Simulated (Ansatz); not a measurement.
# La3Zr and its elements: a formation energy from the elements

Program: the Python package of Ansatz (0.2.0).

The script reads `la3zr_la3zr.cif`:
```cif
data_La3Zr
_cell_length_a 5.072674
_cell_length_b 5.072674
_cell_length_c 5.072674
_cell_angle_alpha 90.00000
_cell_angle_beta 90.00000
_cell_angle_gamma 90.00000
_symmetry_space_group_name_H-M 'P 1'
_symmetry_Int_Tables_number 1
loop_
_symmetry_equiv_pos_as_xyz
'x, y, z'
loop_
_atom_site_label
_atom_site_type_symbol
_atom_site_fract_x
_atom_site_fract_y
_atom_site_fract_z
La1 La    0.000000    0.500000    0.500000
La2 La    0.500000    0.000000    0.500000
La3 La    0.500000    0.500000    0.000000
Zr4 Zr    0.000000    0.000000    0.000000
```

`la3zr_la.cif`
```cif
data_La
_cell_length_a 3.770000
_cell_length_b 3.770000
_cell_length_c 12.159000
_cell_angle_alpha 90.00000
_cell_angle_beta 90.00000
_cell_angle_gamma 120.00000
_symmetry_space_group_name_H-M 'P 1'
_symmetry_Int_Tables_number 1
loop_
_symmetry_equiv_pos_as_xyz
'x, y, z'
loop_
_atom_site_label
_atom_site_type_symbol
_atom_site_fract_x
_atom_site_fract_y
_atom_site_fract_z
La1 La    0.000000    0.000000    0.000000
La2 La    0.000000    0.000000    0.500000
La3 La    0.333333    0.666667    0.750000
La4 La    0.666667    0.333333    0.250000
```

The script reads `la3zr_zr.cif`:
```cif
data_Zr
_cell_length_a 3.232000
_cell_length_b 3.232000
_cell_length_c 5.147000
_cell_angle_alpha 90.00000
_cell_angle_beta 90.00000
_cell_angle_gamma 120.00000
_symmetry_space_group_name_H-M 'P 1'
_symmetry_Int_Tables_number 1
loop_
_symmetry_equiv_pos_as_xyz
'x, y, z'
loop_
_atom_site_label
_atom_site_type_symbol
_atom_site_fract_x
_atom_site_fract_y
_atom_site_fract_z
Zr1 Zr    0.333333    0.666667    0.250000
Zr2 Zr    0.666667    0.333333    0.750000
```

At the Python prompt:
```pycon
>>> from collections import Counter
>>> import warnings
>>> import ansatz as az
>>> from ase.io import read
>>> import numpy as np
>>> def compute(name, crystal):
...     calc = (
...         crystal.calculation()
...         .functional(exchange='pbe', correlation='lda')
...         .pseudopotentials('nc')
...         .kpoints(spacing=0.26)
...         .occupations('gaussian', width=0.05)
...         .stress()
...     )
...     calc = calc.relax(force_tolerance=0.03, max_steps=60, cell=True)
...     return calc.run()
...
>>> def counts(outcome):
...     return Counter(site.symbol for site in outcome.lattice.sites)
...
>>> def formation_energy(outcome, mu):
...     n = counts(outcome)
...     return (outcome.report['energy_sigma0_ev'] - sum(k * mu[element] for element, k in n.items())) / sum(n.values())
...
>>> def volume_per_atom(outcome):
...     return abs(np.linalg.det(outcome.lattice.cell_ang)) / len(outcome.lattice.sites)
...
>>> warnings.simplefilter('ignore', az.DeckWarning)
>>> phases = {}
>>> atoms = read('la3zr_la3zr.cif')
>>> la3zr = az.Crystal.from_ase(atoms)
>>> phases['La3Zr'] = la3zr
>>> atoms = read('la3zr_la.cif')
>>> la = az.Crystal.from_ase(atoms)
>>> phases['La'] = la
>>> atoms = read('la3zr_zr.cif')
>>> zr = az.Crystal.from_ase(atoms)
>>> phases['Zr'] = zr
>>> done = {}
>>> for name, crystal in phases.items():
...     done[name] = compute(name, crystal)
...     print(f'{name}: {done[name].report["energy_sigma0_ev"]:.4f} eV, {len(done[name].lattice.sites)} atoms')
...
La3Zr: -4265.3200 eV, 4 atoms
La: -3842.5837 eV, 4 atoms
Zr: -2768.0294 eV, 2 atoms
>>> # chemical potentials of the elements at zero temperature
>>> references = {'La': 'La', 'Zr': 'Zr'}
>>> mu = {element: done[name].report['energy_sigma0_ev'] / len(done[name].lattice.sites) for element, name in references.items()}
>>> target = done['La3Zr']
>>> heat = formation_energy(target, mu)
>>> for element, value in mu.items():
...     print(f'mu({element}) = {value:.4f} eV from {references[element]}, {volume_per_atom(done[references[element]]):.2f} A^3/atom')
...
mu(La) = -960.6459 eV from La, 41.64 A^3/atom
mu(Zr) = -1384.0147 eV from Zr, 24.73 A^3/atom
>>> print(f'formation energy of La3Zr: {heat:.4f} eV/atom = {96.4853 * heat:.1f} kJ/mol of atoms')
formation energy of La3Zr: 0.1581 eV/atom = 15.3 kJ/mol of atoms
```

The formation energy is +0.158 eV an atom (+15.3 kJ per mole of atoms), so La3Zr lies above the reference phases.

What to keep in mind:
- These settings explore the input space; cutoff and mesh may be short of convergence.
- Spin is left out of this run.
- The cells come from databases of deposited and of computed structures, and not all need be stable phases.
- The compound is the structure given, not necessarily its lowest; energies are at zero temperature, with no correction for gases. A semilocal functional's error on such energies is often 0.05 to 0.1 eV an atom, and 0.1 to 0.3 eV against gases such as O2 or F2.
- The whole script took 5.7 min on 1 thread of Arm Neoverse V2, on a shared host, peak memory 1.1 GiB.
